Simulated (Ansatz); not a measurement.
# Ga2GeH6: basis-set convergence

Aim: see how fast density functionals converge with the basis set for Ga2GeH6.

Computed with Ansatz 0.2.0, Gaussian basis. Level: one geometry, several basis sets.

The runs, in order: PBE0-D4/def2-SVP; ωB97M-V/def2-SVP; PBE0-D4/def2-QZVPP; ωB97M-V/def2-QZVPP; the functionals' def2-TZVPP values are taken from earlier runs.

## Step 1: The relaxed structure

The geometry comes from an earlier relaxation with PBE0-D4 in a triple-zeta def2 set; it is a stationary point, not always the lowest conformer.

9 atoms, charge 0, spin multiplicity 1.

Atoms are counted from 1 here; the program's logs count them from 0.

Bond lengths: Ga1–Ga2 2.457 Å, Ga1–H4 1.577 Å, Ga1–H5 1.577 Å, Ga2–Ge3 2.458 Å, Ga2–H6 1.580 Å, Ge3–H7 1.543 Å, Ge3–H8 1.541 Å, Ge3–H9 1.543 Å. Angles: Ga2–Ga1–H4 121.8°, Ga2–Ga1–H5 121.9°, H4–Ga1–H5 116.3°, Ga1–Ga2–Ge3 122.9°, Ga1–Ga2–H6 122.5°, Ge3–Ga2–H6 114.6°, Ga2–Ge3–H7 110.8°, Ga2–Ge3–H8 113.6°, Ga2–Ge3–H9 111.0°, H7–Ge3–H8 107.1°, H7–Ge3–H9 106.9°, H8–Ge3–H9 107.1°.

## Step 2: PBE0-D4 in def2-SVP

in.yaml

```yaml
crystal:
  periodic: [false, false, false]
  atoms:
    - {symbol: Ga, position_ang: [-1.800298, 0.657746, -1.502413]}
    - {symbol: Ga, position_ang: [-0.374079, 0.722901, 0.497223]}
    - {symbol: Ge, position_ang: [1.495378, -0.832845, 0.856073]}
    - {symbol: H, position_ang: [-3.098712, -0.235496, -1.568637]}
    - {symbol: H, position_ang: [-1.442717, 1.469380, -2.806934]}
    - {symbol: H, position_ang: [-0.585908, 1.775238, 1.656832]}
    - {symbol: H, position_ang: [2.829286, -0.067518, 0.981611]}
    - {symbol: H, position_ang: [1.668525, -1.861504, -0.278689]}
    - {symbol: H, position_ang: [1.308526, -1.627892, 2.164926]}
basis:
  gaussian: {orbitals: def2-SVP}
hamiltonian: {xc: pbe0, dispersion: d4}
output: {orbitals: {seedname: orbitals}}
```

Launch:

```bash
ansatz run in.yaml --threads 4 --pin off --events-out ev --progress --plain --max-ram 10444MiB
```

Further steps of the session: ωB97M-V in def2-SVP; PBE0-D4 in def2-QZVPP; ωB97M-V in def2-QZVPP.

Q: Predict the results of all the runs planned. Wanted: PBE0-D4: double and triple zeta above quadruple; ωB97M-V: double and triple zeta above quadruple.

The runs gave:

| quantity | value |
| --- | --- |
| PBE0-D4: double and triple zeta above quadruple | 24.23, 3.60 eV |
| ωB97M-V: double and triple zeta above quadruple | 24.12, 3.52 eV |

What this shows: PBE0-D4 gains 20.63 eV from double to triple zeta, then 3.60 eV more. Total energies overstate the basis error of differences, where much of it tends to cancel.
